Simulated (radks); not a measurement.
# Sm⁴⁺ in [Kr] 4d10 4f4 5s2 5p5 6p1: an all-electron calculation

What are the levels of the samarium ion Sm4+, how large are its shells, and how does its energy divide?

Method: non-relativistic Kohn-Sham, LDA (Slater exchange, Perdew-Wang correlation), spin-polarised, spherical densities, point nucleus; open shells are filled with parallel spins first. Code: radks (a radial shooting solver on a logarithmic mesh, Libxc functionals) version 1.

### Step 1. Starting point

```
element       : samarium (Z = 62)
charge        : +4
electrons     : 58
configuration : [Kr] 4d10 4f4 5s2 5p5 6p1
```

The outer shells:

Sm⁴⁺
```
[Kr] core
4d [↑↓][↑↓][↑↓][↑↓][↑↓]
4f [↑ ][↑ ][↑ ][↑ ][  ][  ][  ]
5s [↑↓]
5p [↑↓][↑↓][↑ ]
6p [↑ ][  ][  ]
```

### Step 2. The run

Input:

```text
Z 62
configuration [Kr] 4d10 4f4 5s2 5p5 6p1 6s0 5d0
relativity non-relativistic
functional lda,pw
spin polarised
nucleus point
```

**Question.** What will this run give?

The runs gave:

| quantity | value |
| --- | --- |
| total energy | -10026.5884 hartree |
| exchange-correlation share of it | 2.17 % |
| −T/E | 0.9996 |
| highest occupied level | 6p up, -28.096 eV |
| most extended occupied level | 6p up, <r> = 3.26 bohr |
| radius at density 0.001 e/bohr³ | 4.24 bohr |
| maxima of the radial density | 4 |

What this shows: 6 principal shells are occupied and 4 maxima appear in the radial density; where shells overlap, one shows as a shoulder or not at all. −T/E = 0.9996, near the virial value of 1. This is not the tabulated ground configuration, so its levels and sizes aren't those of the ground state, and no measured value stands beside it.
